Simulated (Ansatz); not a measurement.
# TiSi16: the cost of one run

Program: Ansatz 0.2.0. Level of theory: DFT PBE+D3(BJ), plane waves, PAW, scalar-relativistic, no spin polarisation. These are calculated values, not measurements.

## 1. Starting point

The cell holds 17 atoms (Si16Ti): a = 7.679 Å, b = 7.679 Å, c = 7.679 Å, α = 60.00°, β = 60.00°, γ = 60.00°.

Structure file:

```
Si Ti
1.0
     0.00000    5.43000    5.43000
     5.43000    0.00000    5.43000
     5.43000    5.43000    0.00000
Si Ti
16 1
Cartesian
  0.0000 0.0000 0.0000
  1.3575 1.3575 1.3575
  2.7150 2.7150 0.0000
  4.0725 4.0725 1.3575
  2.7150 0.0000 2.7150
  4.0725 1.3575 4.0725
  5.4300 2.7150 2.7150
  6.7875 4.0725 4.0725
  0.0000 2.7150 2.7150
  1.3575 4.0725 4.0725
  2.7150 5.4300 2.7150
  4.0725 6.7875 4.0725
  2.7150 2.7150 5.4300
  4.0725 4.0725 6.7875
  5.4300 5.4300 5.4300
  6.7875 6.7875 6.7875
  6.7458 6.7650 9.4907
```

## 2. Relaxing end A

Contents of input.yaml:

```yaml
crystal:
  lattice:
    - [0.0, 5.43, 5.43]
    - [5.43, 0.0, 5.43]
    - [5.43, 5.43, 0.0]
  atoms:
    - { symbol: Si, position: [0.0, 0.0, 0.0] }
    - { symbol: Si, position: [0.125, 0.125, 0.125] }
    - { symbol: Si, position: [0.0, 0.0, 0.5] }
    - { symbol: Si, position: [0.125, 0.125, 0.625] }
    - { symbol: Si, position: [0.0, 0.5, 0.0] }
    - { symbol: Si, position: [0.125, 0.625, 0.125] }
    - { symbol: Si, position: [0.0, 0.5, 0.5] }
    - { symbol: Si, position: [0.125, 0.625, 0.625] }
    - { symbol: Si, position: [0.5, 0.0, 0.0] }
    - { symbol: Si, position: [0.625, 0.125, 0.125] }
    - { symbol: Si, position: [0.5, 0.0, 0.5] }
    - { symbol: Si, position: [0.625, 0.125, 0.625] }
    - { symbol: Si, position: [0.5, 0.5, 0.0] }
    - { symbol: Si, position: [0.625, 0.625, 0.125] }
    - { symbol: Si, position: [0.5, 0.5, 0.5] }
    - { symbol: Si, position: [0.625, 0.625, 0.625] }
    - { symbol: Ti, position: [0.875685, 0.8721396, 0.3701799] }
basis:
  ecutwfc: 420.0
kpoints:
  mp_grid: { grid: [2, 2, 2] }
hamiltonian:
  xc: pbe
  dispersion: d3bj
  pseudopotentials: { kind: paw, azcp: { folder: soft_1 } }
scf:
  occupations: { method: gaussian, width: 0.05 }
  lower_state_search: "off"
relax:
  f_tol: 0.03
  max_steps: 60
  adjacent_minimum: "off"
output:
  write_density: true
  write_potential: true
  elf: true
  volumetric_format: npy
```

Run with:

```sh
ansatz run input.yaml --threads 1 --pin off --max-ram 3072MiB --backend cpu --events-out ev --progress --plain --runs-dir out
```

What time and memory should one allow on 1 thread of Arm Neoverse V1, shared host?

About 34 s, with a peak of 0.55 GiB.
